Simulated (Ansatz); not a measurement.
**Ta3Cu under changes of volume**

One of the cells (16.942 Å³/atom); the others are scaled copies at fixed shape and fractional positions:

```
Ta Cu
1.0
    -2.00651    2.00651    4.20817
     2.00651   -2.00651    4.20817
     2.00651    2.00651   -4.20817
Ta Cu
3 1
Direct
  0.50000 0.50000 0.00000
  0.25000 0.75000 0.50000
  0.75000 0.25000 0.50000
  0.00000 0.00000 0.00000
```

The cell comes from a database or a generator and needn't be the stable form of this composition.

```yaml
Program: Ansatz 0.2.0
Functional: PBE
Potentials_or_basis: Ansatz PAW
Cutoff: "420 eV (not typed: the program's choice for these potentials)"
k_mesh: 9 × 9 × 9
Occupations: fermi-dirac, width 0.05 eV
Spin: no spin polarisation
```

```tsv
volume (Å³/atom)	energy over the lowest point (meV/atom)	pressure (GPa)
15.926	41.79	13.3
16.265	?	?
16.604	5.05	4.4
16.942	0.00	0.5
17.281	2.76	-3.0
17.620	12.58	-6.2
17.959	28.79	-9.1
```

What does the run at 16.265 Å³/atom give?

Energy over the lowest point 18.69 meV/atom; pressure 8.6 GPa.

Worked out: A Birch-Murnaghan fit of order 3 (a polynomial in V^(-2/3)) to the other rows has its minimum at 16.99 Å³/atom with B0 = V·E''(V) = 182 GPa and B' = 3.9 at fixed shape and positions, which overstates the stiffness. It gives 18.67 meV/atom at 16.265 Å³/atom, against the run's 18.69, and -dE/dV = 8.6 GPa, against 8.6.

Energies are extrapolated to zero smearing.
